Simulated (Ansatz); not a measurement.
# BaFeO3: the cost of one run

Computed with Ansatz 0.2.0 (DFT PBEsol+U (U_eff = 5 eV on Fe d), plane waves, PAW, unless a step's input says otherwise).

The COD entry's cell or inner coordinates are ideal or old and differ from later refinements, so a difference from it is no clean test against experiment.

## (1) Starting point

The structure is cubic, space group Pm-3m (No. 221). The conventional cell has a = 4.020 Å, b = 4.020 Å, c = 4.020 Å, α = 90.00°, β = 90.00°, γ = 90.00°. Around Ba (site symmetry m-3m) lie 12 O at 2.84 Å. Fe (site symmetry m-3m) has 6 O at 2.01 Å as nearest neighbours. O (site symmetry 4/mmm) has 2 Fe at 2.01 Å and 4 Ba at 2.84 Å as nearest neighbours.

Coordinates:

```cif
data_structure
_symmetry_space_group_name_H-M 'P 1'
_symmetry_Int_Tables_number 1
_cell_length_a 4.0200
_cell_length_b 4.0200
_cell_length_c 4.0200
_cell_angle_alpha 90.000
_cell_angle_beta 90.000
_cell_angle_gamma 90.000
_cell_volume 64.96
loop_
_atom_site_label
_atom_site_type_symbol
_atom_site_fract_x
_atom_site_fract_y
_atom_site_fract_z
_atom_site_occupancy
Ba1 Ba 0.00000 0.00000 0.00000 1
Fe1 Fe 0.50000 0.50000 0.50000 1
O1 O 0.50000 0.50000 0.00000 1
O2 O 0.00000 0.50000 0.50000 1
O3 O 0.50000 0.00000 0.50000 1
```

## (2) Ferromagnetic start, free, symmetry kept, no search

Contents of input.yaml:

```yaml
crystal:
  lattice:
    - [4.01999983, 0.0, 0.0]
    - [0.0, 4.01999983, 0.0]
    - [0.0, 0.0, 4.01999983]
  atoms:
    - { symbol: Ba, position: [0.0, 0.0, 0.0] }
    - { symbol: Fe, position: [0.5, 0.5, 0.5], spin: 4.0 }
    - { symbol: O, position: [0.5, 0.5, 0.0] }
    - { symbol: O, position: [0.0, 0.5, 0.5] }
    - { symbol: O, position: [0.5, 0.0, 0.5] }
basis:
  ecutwfc: 420
  ecutrho_ratio: 4
kpoints:
  mp_grid: { grid: [5, 5, 5] }
hamiltonian:
  xc: pbesol
  hubbard: { sites: [{ site: 1, l: d, u_eff: 5.0 }] }
scf:
  occupations: { method: gaussian, width: 0.05 }
  lower_state_search: "off"
  max_iter: 150
output:
  forces: true
  stress: true
  eigenvalues: true
  populations: true
  hubbard: { sites: [{ site: 1, l: d }] }
magnetization:
  spin_polarized: true
```

Run with:

```bash
> ansatz run input.yaml --threads 4 --pin off --max-ram 6144MiB --backend cpu --events-out ev --progress --plain --runs-dir out
```

What time and memory should one allow on 4 threads of Arm Neoverse V1, shared host?

About 1.8 s, with a peak of 0.38 GiB.
